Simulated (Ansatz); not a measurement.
# SiN2H4 + H2O: a complex and its separated parts

Aim: how far the complex at one end of a reaction step lies below its separated, relaxed parts, level by level.

Computed with Ansatz 0.2.0, Gaussian basis. Level: PBE0-D4/def2-TZVP structures, single points in def2-TZVPP, no counterpoise correction.

Levels: SPW92, PBE-D4, BLYP-D4, r2SCAN-D4, B97M-V, PBE0-D4, B3LYP-D4, r2SCAN0-D4, BHLYP-D4, CAM-B3LYP-D4, wB97X-V, wB97M-V, B2PLYP, PBE-QIDH, RPA on PBE, Hartree-Fock, MP2, CCSD, CCSD(T).

Correlated methods freeze the cores. B3LYP uses VWN-RPA correlation. B2PLYP carries no dispersion term here.

56 further runs of the same task are left out: 56 set aside as unsound or not needed.

**1. The starting structure**

The complex: 10 atoms, charge 0, spin multiplicity 1.

Atoms are counted from 1 here; the program's logs count them from 0.

Bond lengths: Si1–N4 1.709 Å, Si1–N5 1.734 Å, O2–H3 0.967 Å, O2–H6 0.959 Å, N4–H7 1.006 Å, N4–H8 1.012 Å, N5–H9 1.008 Å, N5–H10 1.012 Å. Angles: N4–Si1–N5 99.2°, H3–O2–H6 105.9°, Si1–N4–H7 120.8°, Si1–N4–H8 125.8°, H7–N4–H8 112.8°, Si1–N5–H9 118.9°, Si1–N5–H10 125.1°, H9–N5–H10 111.2°.

As a file:

```
Si    0.6503    1.6204   -0.5322
O    -0.7223   -1.8006    0.0727
H    -0.9272   -1.0066   -0.4389
N     1.5690    0.3498    0.1477
N    -0.9214    1.1630    0.0389
H    -0.6007   -2.5025   -0.5697
H     2.5659    0.3083    0.0168
H     1.1946   -0.4854    0.5799
H    -1.7075    1.7570   -0.1725
H    -1.1006    0.5966    0.8576
```

Its parts: SiN2H4 holds atoms 1, 4, 5, 7, 8, 9, 10; H2O holds atoms 2, 3, 6. Each part counts its atoms afresh in its own runs.

**2. Relaxing SiN2H4 alone**

File relax-a/in.yaml:

```yaml
crystal:
  periodic: [false, false, false]
  atoms:
    - {symbol: Si, position_ang: [0.650278, 1.620408, -0.532235]}
    - {symbol: N, position_ang: [1.568987, 0.349836, 0.147694]}
    - {symbol: N, position_ang: [-0.921416, 1.163032, 0.038906]}
    - {symbol: H, position_ang: [2.565904, 0.308255, 0.016766]}
    - {symbol: H, position_ang: [1.194550, -0.485431, 0.579898]}
    - {symbol: H, position_ang: [-1.707510, 1.756993, -0.172518]}
    - {symbol: H, position_ang: [-1.100600, 0.596630, 0.857589]}
basis:
  gaussian: {orbitals: def2-TZVP}
hamiltonian: {xc: pbe0, dispersion: d4}
relax: {f_tol: 0.005, max_steps: 200}
```

Run with:

```bash
> ansatz run in.yaml --threads 4 --pin off --events-out ev --progress --plain --max-ram 9574MiB
```

After this run come: Relaxing H2O alone; SPW92/def2-TZVPP; PBE-D4/def2-TZVPP; BLYP-D4/def2-TZVPP; r2SCAN-D4/def2-TZVPP; B97M-V/def2-TZVPP; PBE0-D4/def2-TZVPP; B3LYP-D4/def2-TZVPP; r2SCAN0-D4/def2-TZVPP; BHLYP-D4/def2-TZVPP; CAM-B3LYP-D4/def2-TZVPP; wB97X-V/def2-TZVPP; wB97M-V/def2-TZVPP; B2PLYP/def2-TZVPP; PBE-QIDH/def2-TZVPP; RPA on PBE/def2-TZVPP; CCSD(T)/def2-TZVPP; Vibrations of SiN2H4; Vibrations of H2O.

**Question.** What will these runs give? Wanted: complex less parts, CCSD(T)/def2-TZVPP; with zero-point energy; largest T1 diagnostic.

As calculated:

| quantity | value |
| --- | --- |
| complex less parts, CCSD(T)/def2-TZVPP | -0.220 eV |
| with zero-point energy | -0.133 eV |
| largest T1 diagnostic | 0.013 |

What this shows: At CCSD(T) the complex lies 0.220 eV below its parts. BHLYP-D4 is the best functional here (-0.006 eV from CCSD(T)); SPW92 is the worst (-0.183 eV). Mean unsigned error by rung: LDA 0.183, GGA 0.039, meta-GGA 0.023, hybrid 0.015, range-separated hybrid 0.020, double hybrid 0.022 eV. PBE-D4 gives a relative energy 0.049 eV too low, outside chemical accuracy (1 kcal/mol, 0.043 eV). No counterpoise was applied, and triple zeta lacks some correlation, so the CCSD(T) reference has a basis error of its own, and close matches with it are partly luck.
